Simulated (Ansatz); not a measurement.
# Mg2Pd: how the settings move a single-point run

Aim: see which settings change the result for Mg2Pd, by how much, and at what cost.

Computed with Ansatz 0.2.0 (reference: DFT, r2SCAN, PAW with Ansatz's default frozen-core files, scalar-relativistic, unless a step's input says otherwise).

3 further runs of the same task are left out: 3 that didn't finish. Runs told in other sessions of the task aren't counted.

### 1 Starting point

The structure is monoclinic, space group Cm (No. 8). Conventional cell: a = 4.582 Å, b = 4.582 Å, c = 5.536 Å, α = 90.00°, β = 114.44°, γ = 90.00°. Around Mg (site symmetry m) lie 1 Pd at 1.58 Å. Around Mg (site symmetry m) lie 1 Pd at 2.55 Å and 1 Mg at 2.70 Å. Pd (site symmetry m) has 1 Mg at 1.58 Å in its first shell of neighbours.

Coordinates:

```
CELL_PARAMETERS angstrom
-1.62003 1.62003 5.04011
1.62003 -1.62003 5.04011
1.62003 1.62003 -5.04011
ATOMIC_POSITIONS crystal
Mg 0.51130 0.51130 0.79000
Mg 0.35278 0.35278 0.00000
Pd 0.13592 0.13592 0.21000
```

### 2 The reference run

Contents of input.yaml:

```yaml
crystal:
  lattice:
    - [-1.6200259, 1.6200259, 5.04011328]
    - [1.6200259, -1.6200259, 5.04011328]
    - [1.6200259, 1.6200259, -5.04011328]
  atoms:
    - { symbol: Mg, position: [0.5113011219, 0.5113011219, -0.21] }
    - { symbol: Mg, position: [0.35278339, 0.35278339, 0.0] }
    - { symbol: Pd, position: [0.1359154881, 0.1359154881, 0.21] }
kpoints:
  mp_grid: { grid: [13, 13, 13] }
scf:
  occupations: { method: fermi_dirac, width: 0.05 }
hamiltonian:
  xc: r2scan
  pseudopotentials: { kind: paw }
output:
  forces: true
  stress: true
  eigenvalues: true
  efg: { contact_densities: true }
  populations: true
```

The run is started by

```console
ansatz run input.yaml --threads 1 --pin off --max-ram 3072MiB --backend cpu --events-out ev --progress --plain --runs-dir out
```

### 3 Changed: hubbard.sites [{species: Pd, l: d, u_eff: 3.0}], hubbard.double_counting amf

input.yaml: that of step 2 with these lines changed.

```diff
@@ -16,2 +16,3 @@
   pseudopotentials: { kind: paw }
+  hubbard: { sites: [{ species: Pd, l: d, u_eff: 3.0 }], double_counting: amf }
 output:
@@ -22 +23,5 @@
   populations: true
+  write_density: true
+  write_potential: true
+  elf: true
+  volumetric_format: npy
```

Q: Predict the outcome of this session. Wanted: for each run, ending; energy change; pressure; gap; force.

The runs gave:

| run | ending | energy change | pressure (GPa) | gap (eV) | force (eV/Å) | cycles | time |
| --- | --- | --- | --- | --- | --- | --- | --- |
| reference | converged | 0 | 52.8 | 0.00 | 32.08 | 9 | 79 s |
| 1: hubbard.sites [{species: Pd, l: d, u_eff: 3.0}], hubbard.double_counting amf | converged | 0.0 meV/atom (Hubbard term changed: no physical gain or loss) | 52.8 | 0.00 | 32.08 | 10 | 1.8 min |

Times don't compare one to one where runs were asked for different outputs or read a saved state (see the inputs); cycles may leave out searches for a lower state.

Residual by cycle in the longest SCF loop of each run; runs are numbered as in the table. The quantity is the density residual dr2, in eV.

| cycle | reference | run 1 |
| --- | --- | --- |
| 1 | 0.19 | 23.3 |
| 2 | 0.0267 | 0.716 |
| 3 | 0.00516 | 0.216 |
| 4 | 5.6e-4 | 0.0277 |
| 5 | 9.5e-5 | 0.00275 |
| 6 | 9.5e-6 | 3.4e-4 |
| 7 | 1.6e-6 | 1.8e-5 |
| 8 | 1.4e-7 | 1.8e-6 |
| 9 | 2.0e-8 | 1.6e-7 |
| 10 | - | 1.6e-8 |

**Reading.** Changing the Hubbard U and double counting of the Hubbard term hardly moves the energy: 0.0 meV/atom. A changed U is a change of model: its shifts are not errors of convergence. The structure is not at rest: the sound run finds 53 GPa, so these are no properties of the relaxed crystal. 
